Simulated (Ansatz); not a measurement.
# KMgF3 (cubic perovskite): the cost of one run

Method: DFT HSE06, scalar-relativistic, plane waves, PAW, in Ansatz 0.2.0.

### Step 1. Starting point

The structure is cubic, space group Pm-3m (No. 221). Conventional cell: a = 4.085 Å, b = 4.085 Å, c = 4.085 Å, α = 90.00°, β = 90.00°, γ = 90.00°. K (site symmetry m-3m) is surrounded by 12 F at 2.89 Å. Mg (site symmetry m-3m) has 6 F at 2.04 Å as nearest neighbours. F (site symmetry 4/mmm) is surrounded by 2 Mg at 2.04 Å and 4 K at 2.89 Å.

As a file:

```
CELL_PARAMETERS angstrom
4.08457 0.00000 0.00000
0.00000 4.08457 0.00000
0.00000 0.00000 4.08457
ATOMIC_POSITIONS crystal
K 0.50000 0.50000 0.50000
Mg 0.00000 0.00000 0.00000
F 0.50000 0.00000 0.00000
F 0.00000 0.50000 0.00000
F 0.00000 0.00000 0.50000
```

### Step 2. Volume × 1.06

Contents of input.yaml:

```yaml
crystal:
  lattice:
    - [4.0845689666, 0.0, 0.0]
    - [0.0, 4.0845689666, 0.0]
    - [0.0, 0.0, 4.0845689666]
  atoms:
    - { symbol: K, position: [0.5, 0.5, 0.5] }
    - { symbol: Mg, position: [0.0, 0.0, 0.0] }
    - { symbol: F, position: [0.5, 0.0, 0.0] }
    - { symbol: F, position: [0.0, 0.5, 0.0] }
    - { symbol: F, position: [0.0, 0.0, 0.5] }
scf:
  occupations: { method: fixed }
output:
  forces: true
  stress: true
  eigenvalues: true
  write_density: true
  write_potential: true
  elf: true
  volumetric_format: npy
hamiltonian:
  xc: hse06
basis:
  ecutwfc: 560
kpoints:
  mp_grid: { grid: [4, 4, 4] }
```

Run with:

```sh
> ansatz run input.yaml --threads 2 --pin off --max-ram 6144MiB --backend cpu --events-out ev --progress --plain --runs-dir out
```

Q: Estimate wall time and peak memory on 2 threads of Arm Neoverse V2, shared host.

About 16 s, with a peak of 1.3 GiB.
